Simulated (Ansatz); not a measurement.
**SnH3Cl (SMILES [Cl][SnH3]) at 6 levels**

Aim: a comparison of 6 runs (B2PLYP/STO-3G, PBE/STO-3G, wB97M-V/STO-3G, RPA@PBE/STO-3G, CCSDTQ/STO-3G, FCI/STO-3G) of SnH3Cl. 

Program for the calculation: Ansatz 0.2.0.

59 further runs of the same task are left out: 8 that didn't finish, 51 set aside as unsound or not needed.

## 1. The system as given

SnH3Cl has 5 atoms, charge 0, and is taken as a singlet. SMILES: `[Cl][SnH3]`. The H4–Sn2 distance was set to 4.250 Å, away from the relaxed value. At this shape a bond of the SMILES string is far longer than usual.

Bond lengths: Cl1–Sn2 2.334 Å, Sn2–H3 1.700 Å, Sn2–H5 1.700 Å. Angles: Cl1–Sn2–H3 106.1°, Cl1–Sn2–H5 106.1°, H3–Sn2–H5 112.7°.

## 2. The energy at B2PLYP/STO-3G (run 1)

The input, job.yaml:

```yaml
crystal:
  periodic: [false, false, false]
  atoms:
    - {symbol: Cl, position_ang: [-2.370090, 2.806905, 0.717006]}
    - {symbol: Sn, position_ang: [-0.361790, 2.430005, -0.410394]}
    - {symbol: H, position_ang: [-0.651190, 2.837405, -2.035294]}
    - {symbol: H, position_ang: [0.522700, -1.694200, 0.111100]}
    - {symbol: H, position_ang: [0.787510, 3.444405, 0.324506]}
basis:
  gaussian:
    orbitals: STO-3G
hamiltonian:
  xc: {name: B2PLYP}
correlation:
  frozen_orbitals: {Cl: 5, H: 0, Sn: 18}
accuracy: high
```

Started as:

```sh
ansatz run job.yaml --threads 1 --pin off --max-ram 2610MiB --events-out events.jsonl --progress --plain --runs-dir runs
```

The log of the run:

```text
Warning: RAYON_NUM_THREADS=1 ignored (pool sized by the plan → 1); use --threads N
Functional definition: B2PLYP
  name "B2PLYP"
  parameter a = 0.53
  parameter c = 0.27
  exchange = (1 - a)*b88_x + a*exact_x
  correlation = (1 - c)*lyp_c + c*(mp2_os + mp2_ss)
698 factors; integrals over basis functions are off by at most 5.7e-9 eV
mean field evaluation 1: about -174727.5188 eV, gradient 1.5e1 eV
mean field evaluation 2: about -174727.5003 eV, gradient 1.5e1 eV
mean field evaluation 4: about -174734.3155 eV, gradient 1.2e1 eV
mean field evaluation 8: about -174735.5701 eV, gradient 5.4e-1 eV
mean field evaluation 16: about -174735.5701 eV, gradient 2.3e-4 eV
mean field evaluation 32: about -174683.8721 eV, gradient 2.8e1 eV
mean field -174735.57014346 eV, -6421.4137627488 hartree, gradient 6.5e-9 eV, S^2 0.000000; 1 other end points of the search recorded, 0 dependent functions left out; unrestricted orbitals would lower it
23 core orbitals not correlated: weight in the atoms' cores, before any rotation towards them, 1.000 or more for the frozen orbitals, at most 0.000 for the correlated occupied ones
reference -174735.57016481 eV, -6421.4137635335 hartree; 12, 12 occupied and 4, 4 virtual orbitals, 698 factors
second order -8.57204624 eV of doubles, -0.00000000 eV of singles
Total energy: -174737.88461730 eV, -6421.4988180936 hartree
```

Wall time 4.8 s (1 thread of Arm Neoverse V1, shared host); peak memory 0.15 GiB.

## 3. A single-point energy at PBE/STO-3G (run 2)

job.yaml, as its differences from that of step 2:

```diff
@@ -12,5 +12,3 @@
 hamiltonian:
-  xc: {name: B2PLYP}
-correlation:
-  frozen_orbitals: {Cl: 5, H: 0, Sn: 18}
+  xc: {name: PBE}
 accuracy: high
```

Started as:

```sh
ansatz run job.yaml --threads 1 --pin off --max-ram 2610MiB --events-out events.jsonl --progress --plain --runs-dir runs
```

The log of the run:

```text
Warning: RAYON_NUM_THREADS=1 ignored (pool sized by the plan → 1); use --threads N
Functional definition: PBE
  name "PBE"
  parameter kappa = 0.804
  parameter beta = 0.06672455060314922
  exchange = pbe_x(kappa = kappa, mu = beta*pi^2/3)
  correlation = pbe_c(beta = beta)
698 factors; integrals over basis functions are off by at most 5.7e-9 eV
mean field evaluation 1: about -174722.1010 eV, gradient 1.9e1 eV
mean field evaluation 2: about -174718.1241 eV, gradient 2.9e1 eV
mean field evaluation 4: about -174723.9012 eV, gradient 8.1e0 eV
mean field evaluation 8: about -174724.8818 eV, gradient 1.3e1 eV
mean field evaluation 16: about -174732.7922 eV, gradient 6.2e-9 eV
mean field -174732.79216744 eV, -6421.3116740132 hartree, gradient 2.7e-8 eV, S^2 0.000000; 1 other end points of the search recorded, 0 dependent functions left out
reference -174732.79216963 eV, -6421.3116740935 hartree; 35, 35 occupied and 4, 4 virtual orbitals, 698 factors
Total energy: -174732.79216963 eV, -6421.3116740935 hartree
```

It took 4.2 s on 1 thread of Arm Neoverse V1, shared host; peak memory 0.11 GiB.

Runs 3 to 4 aren't shown in full; the table further down has their settings and results.

## 4. The energy at CCSDTQ/STO-3G (run 5)

job.yaml, as its differences from that of step 3:

```diff
@@ -9,6 +9,5 @@
 basis:
-  gaussian:
-    orbitals: STO-3G
-hamiltonian:
-  xc: {name: PBE}
+  gaussian: {orbitals: STO-3G}
+correlation: {method: ccsdtq, frozen_orbitals: {Cl: 5, H: 0, Sn: 18}}
 accuracy: high
+scf: {omitted_lower_state_checks: [cluster_reference, increment]}
```

Started as:

```sh
ansatz run job.yaml --threads 1 --pin off --max-ram 2610MiB --events-out events.jsonl --progress --plain --runs-dir runs
```

The log of the run, shortened:

```text
Warning: RAYON_NUM_THREADS=1 ignored (pool sized by the plan → 1); use --threads N
Functional definition: HF
  name "HF"
[...]
698 factors; integrals over basis functions are off by at most 5.7e-9 eV
[...]
mean field -174679.13703144 eV, -6419.3398841339 hartree, gradient 4.1e-9 eV, S^2 0.000000; 1 other end points of the search recorded, 0 dependent functions left out; unrestricted orbitals would lower it
23 core orbitals not correlated: weight in the atoms' cores, before any rotation towards them, 1.000 or more for the frozen orbitals, at most 0.000 for the correlated occupied ones
reference -174679.13703144 eV, -6419.3398841339 hartree; 12, 12 occupied and 4, 4 virtual orbitals, 698 factors
second order -5.02843382 eV of doubles, -0.00000000 eV of singles
cycle   1  -2.80765620 eV  change    -1.2e0 eV  update   1.7e-1
[...]
cycle  32  -6.83657897 eV  change   3.1e-10 eV  update  1.2e-10
WARN: these amplitudes may be one of several solutions (largest doubles amplitude 0.95, level shift 13.29 eV)
Total energy: -174685.97361042 eV, -6419.5911237772 hartree
Checks for a lower state left out: cluster_reference, increment
```

Run time: 23 s. Hardware: 1 thread of Arm Neoverse V1, shared host; peak memory 0.28 GiB.

## 5. A single-point energy at FCI/STO-3G (run 6)

job.yaml, as its differences from that of step 4:

```diff
@@ -10,4 +10,3 @@
   gaussian: {orbitals: STO-3G}
-correlation: {method: ccsdtq, frozen_orbitals: {Cl: 5, H: 0, Sn: 18}}
+correlation: {method: fci, frozen_orbitals: {Cl: 5, H: 0, Sn: 18}}
 accuracy: high
-scf: {omitted_lower_state_checks: [cluster_reference, increment]}
```

Started as:

```sh
ansatz run job.yaml --threads 1 --pin off --max-ram 2610MiB --events-out events.jsonl --progress --plain --runs-dir runs
```

The log of the run, shortened:

```text
Warning: RAYON_NUM_THREADS=1 ignored (pool sized by the plan → 1); use --threads N
[... 2 set-up lines as earlier in the session ...]
[...]
698 factors; integrals over basis functions are off by at most 5.7e-9 eV
[...]
mean field -174679.13703144 eV, -6419.3398841339 hartree, gradient 4.1e-9 eV, S^2 0.000000; 1 other end points of the search recorded, 0 dependent functions left out; unrestricted orbitals would lower it
[...]
unrestricted determinant -174684.72785455 eV, -6419.5453430933 hartree, S^2 1.0010
23 core orbitals not correlated: weight in the atoms' cores, before any rotation towards them, 1.000 or more for the frozen orbitals, at most 0.000 for the correlated occupied ones
reference -174679.13703144 eV, -6419.3398841339 hartree; 12, 12 occupied and 4, 4 virtual orbitals, 698 factors
state -174685.97348150 eV, -6419.5911190396 hartree
Total energy: -174685.97348150 eV, -6419.5911190396 hartree
```

Wall time 12 s (1 thread of Arm Neoverse V1, shared host); peak memory 0.32 GiB.

## 6. Overview of the runs

| run | level | frozen core orbitals | energy (Eh) | wall time |
| --- | --- | --- | --- | --- |
| 1 | B2PLYP/STO-3G | 23 | -6421.498818 | 4.8 s |
| 2 | PBE/STO-3G | – | -6421.311674 | 4.2 s |
| 3 | wB97M-V/STO-3G | – | -6422.229522 | 29 s |
| 4 | RPA@PBE/STO-3G | 23 | -6419.585198 | 5.7 s |
| 5 | CCSDTQ/STO-3G | 23 | -6419.591124 | 23 s |
| 6 | FCI/STO-3G | 23 | -6419.591119 | 12 s |

## 7. Results

| quantity | value |
| --- | --- |
| run 6: total energy | -6419.59112 Eh |
| run 6: correlation energy (23 core orbitals frozen) | -251.2 mEh |

**Reading.** Against full CI in this basis: CCSDTQ -0.0 mEh. Totals of different functionals can't be ranked against each other. In runs 1, 4, 5 the log says that unrestricted orbitals would lower the reference, so the values rest on an unstable closed-shell determinant (other closed-shell runs at this shape may share the fault). In runs 1, 2, 3, 4, 5, 6 the basis is minimal, so the values are rough. In runs 1, 2, 3, 4 a closed-shell determinant meets a far-stretched bond, which it describes badly. In runs 1, 2, 3, 4, 5, 6 relativity is left out where basis or elements ask for it. All runs together took 80 s, the longest 29 s.
